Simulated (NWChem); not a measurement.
# doublet PbS+ at 6 levels

Wanted: a comparison of 6 runs (UB3LYP/def2-TZVPP, U-revPBE/def2-TZVPP, UB2PLYP/def2-TZVPP, UBHLYP/def2-TZVPP, UCAM-B3LYP/def2-TZVPP, UM06-2X/def2-TZVPP) of doublet PbS+. 

Program for the calculation: NWChem 7.3.0.

## (1) Starting point

PbS+ has 2 atoms, charge +1, and is taken as a doublet. As SMILES of the parent species, `[S][Pb]`. The bond length is the one measured for the parent species. That shape belongs to the parent species and isn't relaxed for this state.

Bond lengths: S1–Pb2 2.287 Å.

## (2) The energy at UB3LYP/def2-TZVPP (core potential) (run 1)

nw.xyz reads:

```xyz
2

S      0.000000     0.000000     0.000000
Pb     0.000000     0.000000     2.286863
```

nw.nw reads:

```
echo
start nw
memory total 2200 mb
charge 1

geometry units angstroms noautosym nocenter noautoz
load format xyz nw.xyz
end

basis spherical bse
* library def2-TZVPP
end

ecp bse
Pb library def2-TZVPP
end

dft
xc b3lyp
mult 2
grid fine
convergence energy 1e-08
iterations 100
mulliken
print low
end

task dft energy
```

Launch:

```bash
$ nwchem nw.nw > nw.out
```

The program printed:

```text
[...]
 d= 0,ls=0.0,diis     1   -590.6302308965 -6.72D+02  1.70D-02  7.61D-01     3.4
[...]
 d= 0,ls=0.0,diis    14   -590.8630133887 -9.72D-09  4.57D-07  2.10D-10    34.6
[...]
         Total DFT energy =     -590.863013388694
      One electron energy =    -1039.065316902749
           Coulomb energy =      408.314402348004
    Exchange-Corr. energy =      -41.564460277505
 Nuclear repulsion energy =       81.452361443556
[...]
      Total Density - Mulliken Population Analysis
     ---------------------------------------------
    Atom       Charge   Shell Charges
 -----------   ------   -------------------------------------------------------
    1 S   16    16.07   2.01  0.47  1.49  1.19  0.77  4.18  1.67  0.90  2.24  1.10  0.00  0.01  0.04  0.01
    2 Pb  22    20.93   0.07 -0.62  1.89  0.68  1.34  0.50 -0.63  6.60  0.40  0.57  0.05  9.01  0.98  0.07  0.00  0.03
[...]
      <S2> =      0.7561 (Exact =     0.7500)
[...]
```

Wall time 35 s (1 thread of Intel Xeon Platinum 8259CL at 2.50GHz (Skylake/Cascade Lake), shared host); peak memory 0.12 GiB.

## (3) A single-point energy at U-revPBE/def2-TZVPP (core potential) (run 2)

pbs.nw reads:

```
start pbs
title "PbS"
memory total 2200 mb
charge 1

geometry units angstrom noautosym nocenter noautoz
 S        0.000000       0.000000       0.000000
 Pb       0.000000       0.000000       2.286863
end

basis spherical bse
 S library def2-TZVPP
 Pb library def2-TZVPP
end

ecp bse
 Pb library def2-TZVPP
end

dft
 xc revpbe cpbe96
 mult 2
 grid fine
 convergence energy 1e-08
 iterations 100
 mulliken
end

task dft
```

Launch:

```bash
$ nwchem pbs.nw > pbs.out
```

The program printed:

```text
[...]
          Wavefunction type:  spin polarized.
          No. of atoms     :     2
          No. of electrons :    37
[...]
          Charge           :     1
          Spin multiplicity:     2
[...]
          AO basis - number of functions:    92
[...]
              XC Information
              --------------
                        RevPBE Exchange Functional  1.000
            Perdew 1991 LDA Correlation Functional  1.000 local
           PerdewBurkeErnz. Correlation Functional  1.000 non-local
[...]
 d= 0,ls=0.0,diis     1   -590.5549149131 -6.72D+02  1.88D-02  8.23D-01     3.7
[...]
 d= 0,ls=0.5,diis    28   -590.7946901123 -6.97D-09  4.54D-07  1.13D-08    73.4
[...]
         Total DFT energy =     -590.794690116765
      One electron energy =    -1039.076959224786
           Coulomb energy =      408.319241439785
    Exchange-Corr. energy =      -41.489333775319
 Nuclear repulsion energy =       81.452361443556
[...]
      Total Density - Mulliken Population Analysis
     ---------------------------------------------
    Atom       Charge   Shell Charges
 -----------   ------   -------------------------------------------------------
    1 S   16    16.07   2.01  0.47  1.49  1.18  0.80  4.18  1.66  0.88  2.30  1.04  0.00  0.01  0.04  0.01
    2 Pb  22    20.93   0.07 -0.62  1.91  0.66  1.35  0.47 -0.63  6.61  0.42  0.55  0.06  8.98  1.00  0.06  0.00  0.03
[...]
      <S2> =      0.7545 (Exact =     0.7500)
[...]
```

Wall time 77 s (1 thread of Intel Xeon Platinum 8259CL at 2.50GHz (Skylake/Cascade Lake), shared host); peak memory 0.11 GiB.

## (4) A single-point energy at UB2PLYP/def2-TZVPP (core potential) (run 3)

input.nw reads:

```
start input
memory stack 880 mb heap 220 mb global 1100 mb
charge 1

geometry units angstroms noautosym nocenter noautoz
 S      0.000000     0.000000     0.000000
 Pb     0.000000     0.000000     2.286863
end

basis spherical bse
 * library def2-TZVPP
end

ecp bse
 Pb library def2-TZVPP
end

dft
 xc hfexch 0.53 becke88 0.47 lyp 0.73 mp2 0.27
 dftmp2 semidirect
 mult 2
 grid fine
 convergence energy 1e-08
 maxiter 100
 mulliken
 noprint "final vectors analysis"
end

mp2
 freeze core 9
end

task dft energy
```

Launch:

```bash
$ nwchem input.nw > input.out
```

The program printed:

```text
[...]
          Wavefunction type:  spin polarized.
          No. of atoms     :     2
          No. of electrons :    37
[...]
          Charge           :     1
          Spin multiplicity:     2
[...]
          AO basis - number of functions:    92
[...]
              XC Information
              --------------
                     Hartree-Fock (Exact) Exchange  0.530
                    Becke 1988 Exchange Functional  0.470
              Lee-Yang-Parr Correlation Functional  0.730
[...]
 d= 0,ls=0.0,diis     1   -590.0390970432 -6.71D+02  1.30D-02  6.66D-01     3.4
[...]
 d= 0,ls=0.0,diis    15   -590.2579673985 -7.96D-09  1.55D-07  5.97D-11    38.0
[...]
         Total DFT energy =     -590.257967398511
      One electron energy =    -1038.986791061082
           Coulomb energy =      408.257442289850
    Exchange-Corr. energy =      -40.980980070834
 Nuclear repulsion energy =       81.452361443556
[...]
      Total Density - Mulliken Population Analysis
     ---------------------------------------------
    Atom       Charge   Shell Charges
 -----------   ------   -------------------------------------------------------
    1 S   16    16.13   2.01  0.48  1.48  1.16  0.80  4.18  1.68  0.87  2.27  1.14  0.00  0.01  0.04  0.01
    2 Pb  22    20.87   0.07 -0.61  1.85  0.71  1.31  0.53 -0.62  6.58  0.38  0.54  0.05  9.06  0.93  0.07  0.00  0.03
[...]
      <S2> =      0.7640 (Exact =     0.7500)
[...]
  Basis functions       =     92
[...]
```

Run time: 48 s. Hardware: 1 thread of Intel Xeon Platinum 8259CL at 2.50GHz (Skylake/Cascade Lake), shared host; peak memory 0.22 GiB.

Runs 4 to 5 aren't shown in full; the table further down has their settings and results.

## (5) A single-point energy at UM06-2X/def2-TZVPP (core potential) (run 6)

a.nw reads:

```
START a
TITLE "PbS"
memory stack 880 mb heap 220 mb global 1100 mb
charge 1

GEOMETRY units angstroms noautosym nocenter noautoz
  S        0.000000       0.000000       0.000000
  Pb       0.000000       0.000000       2.286863
END

BASIS spherical bse
  * library def2-TZVPP
END

ECP bse
  Pb library def2-TZVPP
END

DFT
  xc m06-2x
  mult 2
  grid fine
  convergence energy 1e-08
  maxiter 100
  mulliken
  print medium
END

TASK dft energy
```

Launch:

```bash
$ nwchem a.nw > a.out
```

The program printed:

```text
[...]
          Wavefunction type:  spin polarized.
          No. of atoms     :     2
          No. of electrons :    37
[...]
          Charge           :     1
          Spin multiplicity:     2
[...]
          AO basis - number of functions:    92
[...]
              XC Information
              --------------
                       M06-2X Method XC Functional
                     Hartree-Fock (Exact) Exchange  0.540
                        M06-2X Exchange Functional  1.000
                      M06-2X Correlation Potential  1.000
[...]
 d= 0,ls=0.0,diis     1   -590.4178529748 -6.72D+02  1.29D-02  7.23D-01     4.1
[...]
 d= 0,ls=0.0,diis    14   -590.6334481094 -7.43D-09  6.64D-07  1.82D-10    43.1
[...]
         Total DFT energy =     -590.633448109401
      One electron energy =    -1039.112311334097
           Coulomb energy =      408.387462108288
    Exchange-Corr. energy =      -41.360960327148
 Nuclear repulsion energy =       81.452361443556
[...]
      Total Density - Mulliken Population Analysis
     ---------------------------------------------
    Atom       Charge   Shell Charges
 -----------   ------   -------------------------------------------------------
    1 S   16    16.10   2.01  0.47  1.49  1.16  0.79  4.19  1.66  0.89  2.25  1.13  0.00  0.01  0.04  0.01
    2 Pb  22    20.90   0.07 -0.62  1.89  0.69  1.30  0.50 -0.62  6.56  0.40  0.58  0.04  9.04  0.96  0.08  0.00  0.04
[...]
      <S2> =      0.7631 (Exact =     0.7500)
[...]
```

Wall time 44 s (1 thread of Intel Xeon Platinum 8259CL at 2.50GHz (Skylake/Cascade Lake), shared host); peak memory 0.12 GiB.

## (6) The series

```tsv
run	level	frozen core orbitals	energy (Eh)	⟨S²⟩	wall time
1	UB3LYP/def2-TZVPP (core potential)	–	-590.863013	0.756	35 s
2	U-revPBE/def2-TZVPP (core potential)	–	-590.794690	0.754	77 s
3	UB2PLYP/def2-TZVPP (core potential)	9	-590.428238	0.764	48 s
4	UBHLYP/def2-TZVPP (core potential)	–	-590.655814	0.762	39 s
5	UCAM-B3LYP/def2-TZVPP (core potential)	–	-590.750001	0.759	1.9 min
6	UM06-2X/def2-TZVPP (core potential)	–	-590.633448	0.763	44 s
```

## (7) Outcome

| quantity | value |
| --- | --- |
| run 6: total energy | -590.63345 Eh |
| run 6: HOMO energy (highest over α and β) | -14.22 eV |
| run 6: LUMO energy (lowest over α and β) | -10.50 eV |
| run 6: ⟨S²⟩ | 0.763 |

In words: Totals of different functionals can't be ranked against each other. All runs together took 6 min, the longest 1.9 min.
